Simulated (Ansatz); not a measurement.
# CH8AlNSi: rigid torsion scan from a Python script

The task is a rigid torsion scan, for CH8AlNSi.

Computed with Ansatz 0.2.0, driven from Python. Level of theory: r2SCAN+D4/def2-SVP.

### Step 1. The system

Bond lengths: N1–C2 1.422 Å, C2–Si3 1.845 Å, Si3–Al4 2.400 Å, N1–H5 1.112 Å, N1–H6 1.046 Å, C2–H7 1.085 Å, C2–H8 1.151 Å, Si3–H9 1.473 Å, Si3–H10 1.516 Å, Al4–H11 1.618 Å, Al4–H12 1.551 Å. Angles (14 of 18 angles, heavy atoms first): N1–C2–Si3 107.7°, C2–Si3–Al4 110.6°, N1–C2–H7 112.1°, N1–C2–H8 111.1°, Si3–C2–H7 107.4°, Si3–C2–H8 108.7°, C2–N1–H5 105.3°, C2–N1–H6 111.8°, C2–Si3–H9 111.3°, C2–Si3–H10 109.8°, Al4–Si3–H9 111.8°, Al4–Si3–H10 106.9°, Si3–Al4–H11 116.2°, Si3–Al4–H12 120.3°.

The script holds or builds the structure itself.

### Step 2. The code

ch8alnsi.py reads:

```python
"""Rigid torsion scan of CH8AlNSi."""

import warnings

import ansatz as az
from ase import Atoms


def main() -> None:
    warnings.simplefilter("ignore", az.DeckWarning)

    atoms = Atoms(["N", "C", "Si", "Al", "H", "H", "H", "H", "H", "H", "H", "H"], positions=[
        (-1.3833, 1.4099, 0.9112),
        (-0.7406, 0.7203, -0.153),
        (0.3497, -0.5696, 0.59),
        (1.558, -1.7412, -1.1203),
        (-2.1096, 2.0949, 0.4209),
        (-0.7345, 2.0756, 1.39),
        (-1.4505, 0.2129, -0.7986),
        (-0.092, 1.4369, -0.778),
        (-0.4165, -1.4896, 1.4474),
        (1.3811, 0.0857, 1.4873),
        (1.273, -3.3296, -1.2354),
        (2.4421, -0.9613, -2.1274),
    ])

    # start the scan from a relaxed geometry
    first = (
        az.Crystal.molecule_from_ase(atoms).calculation()
        .basis(gaussian="def2-SVP")
        .functional("r2scan", dispersion="d4")
        .relax(force_tolerance=0.02, max_steps=80)  # relax until the tolerances are met
    )
    atoms.positions = first.run().report["positions_ang"]

    start = atoms.get_dihedral(2, 1, 0, 4)
    energies = {}
    for turn in range(0, 360, 40):
        turned = atoms.copy()
        turned.set_dihedral(2, 1, 0, 4, start + turn, indices=[0, 4, 5])
        base = (
            az.Crystal.molecule_from_ase(turned).calculation()
            .basis(gaussian="def2-SVP")  # the orbital basis, by name
            .functional("r2scan", dispersion="d4")
        )
        energies[round((start + turn) % 360)] = base.run().report["free_energy_ev"]
    floor = min(energies.values())
    print("dihedral Si2-C1-N0-H4 (deg)   E - E(min) (eV)")
    for angle, e in sorted(energies.items()):
        print(f"{angle:8d} {(e - floor):14.3f}  " + "#" * int(30 * (e - floor) / max(max(energies.values()) - floor, 1e-9)))


if __name__ == "__main__":
    main()
```

### Step 3. The calls as engine input

The package turns the script's settings into the engine's input (first run):

```yaml
crystal:
  periodic: [false, false, false]
  atoms:
    - { symbol: "N", position_ang: [-1.3833, 1.4099, 0.9112] }
    - { symbol: C, position_ang: [-0.7406, 0.7203, -0.153] }
    - { symbol: Si, position_ang: [0.3497, -0.5696, 0.59] }
    - { symbol: Al, position_ang: [1.558, -1.7412, -1.1203] }
    - { symbol: H, position_ang: [-2.1096, 2.0949, 0.4209] }
    - { symbol: H, position_ang: [-0.7345, 2.0756, 1.39] }
    - { symbol: H, position_ang: [-1.4505, 0.2129, -0.7986] }
    - { symbol: H, position_ang: [-0.092, 1.4369, -0.778] }
    - { symbol: H, position_ang: [-0.4165, -1.4896, 1.4474] }
    - { symbol: H, position_ang: [1.3811, 0.0857, 1.4873] }
    - { symbol: H, position_ang: [1.273, -3.3296, -1.2354] }
    - { symbol: H, position_ang: [2.4421, -0.9613, -2.1274] }
basis:
  gaussian:
    orbitals: def2-SVP
hamiltonian:
  xc: r2scan
  dispersion: d4
relax:
  f_tol: 0.02
  max_steps: 80
```

### Step 4. Launch

Started as:

```sh
$ python ch8alnsi.py
```

Output:

```text
dihedral Si2-C1-N0-H4 (deg)   E - E(min) (eV)
      20          0.110  ######################
      60          0.048  #########
     100          0.126  #########################
     140          0.099  ###################
     180          0.000
     220          0.098  ###################
     260          0.150  ##############################
     300          0.087  #################
     340          0.135  ##########################
```

It took 2.9 min on 1 thread of Intel Xeon Platinum 8259CL at 2.50GHz (Skylake/Cascade Lake), shared host; peak memory 0.26 GiB.

A comment line of the script is reworded here; the code is as run.

### Step 5. How the relaxation of run 0 went

Step by step:

```
step  energy from step 1 (eV)  largest force component (eV/Å)
   1                   0.0000                          3.1848
   2                  -0.3749                          1.2463
   3                  -0.4160                          0.2797
   4                  -0.4218                          0.0875
   5                  -0.4248                          0.0738
   6                  -0.4266                          0.0681
   7                  -0.4282                          0.1028
   8                  -0.4297                          0.1298
   9                  -0.4316                          0.1443
  10                  -0.4331                          0.1507
  11                  -0.4355                          0.1312
  12                  -0.4378                          0.1179
  13                  -0.4391                          0.1146
  14                  -0.4403                          0.1300
  15                  -0.4416                          0.0737
  16                  -0.4426                          0.0256
  17                  -0.4431                          0.0337
  18                  -0.4432                          0.0678
  19                  -0.4437                          0.0536
  20                  -0.4438                          0.0154
  21                  -0.4438                          0.0220
  22                  -0.4439                          0.0159
```

Step 1 is the start.

Before: Bond lengths: N1–C2 1.422 Å, C2–Si3 1.845 Å, Si3–Al4 2.400 Å, N1–H5 1.112 Å, N1–H6 1.046 Å, C2–H7 1.085 Å, C2–H8 1.151 Å, Si3–H9 1.473 Å, Si3–H10 1.516 Å, Al4–H11 1.618 Å, Al4–H12 1.551 Å. Angles (14 of 18 angles, heavy atoms first): N1–C2–Si3 107.7°, C2–Si3–Al4 110.6°, N1–C2–H7 112.1°, N1–C2–H8 111.1°, Si3–C2–H7 107.4°, Si3–C2–H8 108.7°, C2–N1–H5 105.3°, C2–N1–H6 111.8°, C2–Si3–H9 111.3°, C2–Si3–H10 109.8°, Al4–Si3–H9 111.8°, Al4–Si3–H10 106.9°, Si3–Al4–H11 116.2°, Si3–Al4–H12 120.3°.

After: Bond lengths: N1–C2 1.458 Å, C2–Si3 1.905 Å, Si3–Al4 2.459 Å, N1–H5 1.021 Å, N1–H6 1.020 Å, C2–H7 1.106 Å, C2–H8 1.116 Å, Si3–H9 1.501 Å, Si3–H10 1.506 Å, Al4–H11 1.594 Å, Al4–H12 1.597 Å. Angles (14 of 18 angles, heavy atoms first): N1–C2–Si3 111.2°, C2–Si3–Al4 113.7°, N1–C2–H7 109.0°, N1–C2–H8 115.8°, Si3–C2–H7 106.8°, Si3–C2–H8 108.3°, C2–N1–H5 110.6°, C2–N1–H6 110.1°, C2–Si3–H9 109.6°, C2–Si3–H10 107.5°, Al4–Si3–H9 111.0°, Al4–Si3–H10 108.9°, Si3–Al4–H11 120.7°, Si3–Al4–H12 121.3°.

Run 0 is this relaxation; the runs after it count from 1.

### Step 6. The runs side by side

The 9 runs, in the order started:

```
run  turn (°)  energy from run 1 (eV)  SCF cycles  CPU time (s)
  1         0                  0.0000          18           4.6
  2        40                  0.0978          18           4.6
  3        80                  0.1499          18           4.6
  4       120                  0.0869          18           4.6
  5       160                  0.1348          18           4.6
  6       200                  0.1100          18           4.6
  7       240                  0.0478          18           4.5
  8       280                  0.1258          18           4.6
  9       320                  0.0994          18           4.6
```

### Step 7. Summary of results

| quantity | value |
| --- | --- |
| runs compared | 9 |
| range of energy | 0.150 eV |
| lowest point, turn (°) | 0 |

The lowest point is at 180° and the highest at 260°, 0.150 eV (14.5 kJ/mol) above it, with the rest of the molecule held. Run 0: The relaxation took 21 moves; the largest shift is 1.206 Å, of atom 11 (H). So large a move can change the bonding: the results belong to the relaxed structure. The scan is rigid and the energies are electronic, in a modest basis. With rigid groups the curve can differ much from the relaxed path, the start wasn't checked as a minimum of this torsion, and equivalent turns needn't return to the same energy.
